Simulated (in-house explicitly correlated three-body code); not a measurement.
**Cr²²⁺: exact states and exact Kohn–Sham parts**

One table from this session's results is given with a row withheld; the runs are named, their logs left out.

Method: two electrons, non-relativistic, variational in exponentially correlated functions. Code: in-house explicitly correlated three-body code version 1.

## What is computed

* charge of the centre: +24
* mass of the centre: infinite
* interactions: Coulomb
* basis: 260 functions exp(−a r1 − b r2 − g r12) a state, exponent ranges optimised
* units: hartree and bohr; relativity and QED are left out

Set-up of the first run:

Settings:

```ini
Z = 24.0
interaction_strength = 1.0
functions = 260
states_tried = 13
```

The run is started by

```console
> python run_hyl.py task.json out
```

Steps of the session up to this table: Input and results.

One of the session's tables, all rows but one given; the rest of the session is left out.

It belongs to the step «The bound states». 

```
state  binding (eV)  excitation (eV)  ⟨r12⟩ (bohr)
 1 ¹S       7432.99                0       0.09296
 2 ³S       1837.78          5595.20        0.2666
 2 ³P       1813.81          5619.18        0.2308
 2 ¹S       1810.93          5622.06        0.2664
 2 ¹P       1793.75          5639.24        0.2229
 3 ³S             ?                ?             ?
 3 ³P       803.796          6629.19        0.5461
 3 ¹S       803.363          6629.63        0.5880
 3 ¹P       798.387          6634.60        0.5477
 4 ³S       454.275          6978.71         1.036
 4 ³P       451.534          6981.45        0.9991
 4 ¹S       451.405          6981.58         1.042
 4 ¹P       449.324          6983.66         1.003
```

Q: Estimate the row for 3 ³S from the others.

**Answer.** binding (eV): 810.441; excitation (eV): 6622.55; ⟨r12⟩ (bohr): 0.5840. In the column «binding (eV)» it lies between 3 ³P (803.796) and 2 ¹P (1793.75).
